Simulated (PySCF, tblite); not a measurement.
# C5H13B2N: geometry, infrared bands and NMR shifts

Wanted: the infrared bands and NMR shifts of C5H13B2N (`B[C@@H](BNC)C1CC1`), by calculation.

Computed with tblite 0.8.0 and PySCF 2.14.0, with density-fitted response routines of our own, on a single molecule in the gas phase. Atoms count from 0, in the outputs and in this text.

### 1 The starting structure

21 atoms, charge 0, multiplicity 1; geometry from: force field or distance geometry start.

Bonds of the start (Å): B0–C1 1.60, C1–B2 1.60, B2–N3 1.52, N3–C4 1.45, C1–C5 1.53, C5–C6 1.53, C6–C7 1.52, C7–C5 1.52, B0–H8 1.19, B0–H9 1.17, C1–H10 1.12, B2–H11 1.18, N3–H12 1.05, C4–H13 1.12, C4–H14 1.12, C4–H15 1.11, C5–H16 1.11, C6–H17 1.11, C6–H18 1.10, C7–H19 1.11, C7–H20 1.12.

### 2 Optimising the geometry with GFN2-xTB

What the job is given:

```
{"job": {"kind": "relax", "xc": "GFN2-xTB", "basis": "xTB"}, "charge": 0, "multiplicity": 1}
B     -1.038200    -2.277600     0.213300
C     -0.462800    -0.787900     0.214700
B      1.062600    -0.807600    -0.279800
N      2.164900    -0.262000     0.609800
C      2.800400     0.884800    -0.004000
C     -1.305100     0.105600    -0.696300
C     -1.278700     1.593000    -0.353500
C     -2.507300     0.761500    -0.038500
H     -2.143800    -2.469500     0.596000
H     -0.415500    -3.192700    -0.175200
H     -0.474300    -0.430500     1.273600
H      1.302400    -1.182300    -1.375200
H      2.876900    -1.025200     0.713500
H      3.260100     0.612400    -0.993500
H      2.062500     1.717900    -0.149900
H      3.605800     1.265200     0.663500
H     -1.405000    -0.124600    -1.772600
H     -0.693600     1.871300     0.549000
H     -1.397800     2.268500    -1.217200
H     -2.656000     0.550800     1.044900
H     -3.366300     0.945700    -0.729800
```

Command:

```sh
$ OMP_NUM_THREADS=1 python probes_run.py task.json out
```

The driver reads the jobs from task.json and runs them one after another.

**Question.** This job is followed by: GFN2-xTB harmonic vibrations, gas phase; GIAO PBE0/pcSseg-1 NMR shielding, non-relativistic, gas phase. Predict these results of the whole session: strongest single infrared mode (GFN2-xTB); zero-point energy (GFN2-xTB); 13C shifts against TMS (PBE0/pcSseg-1); 1H shifts against TMS (PBE0/pcSseg-1, means over atoms taken as alike); 11B shifts against BF3·OEt2 (PBE0/pcSseg-1); 15N shifts against NH3 (PBE0/pcSseg-1).

The runs gave:

| quantity | value |
| --- | --- |
| strongest single infrared mode (GFN2-xTB) | 2649 cm⁻¹, 173 km/mol |
| zero-point energy (GFN2-xTB) | 110.1 kcal/mol |
| 13C shifts against TMS (PBE0/pcSseg-1) | 64.8, 38.8, 16.9, 8.0, 6.5 ppm |
| 1H shifts against TMS (PBE0/pcSseg-1, means over atoms taken as alike) | 7.69, 4.78, 4.32, 3.13, 1.56, 1.54, 0.49, 0.45, -0.30, -0.35 ppm |
| 11B shifts against BF3·OEt2 (PBE0/pcSseg-1) | 84.8, 38.2 ppm |
| 15N shifts against NH3 (PBE0/pcSseg-1) | 140.1 ppm |

**Reading.** Over 170 steps the energy fell by 1.772 eV; of the close pairs, B2–N3 changed most, 1.518 to 1.378 Å. No mode is imaginary among the 57: a minimum at this level. The strongest single mode, at 2649 cm⁻¹, moves mainly H8. GFN2-xTB is a fitted tight-binding method: band positions and strengths are rough. Its intensities can rank the bands wrongly.
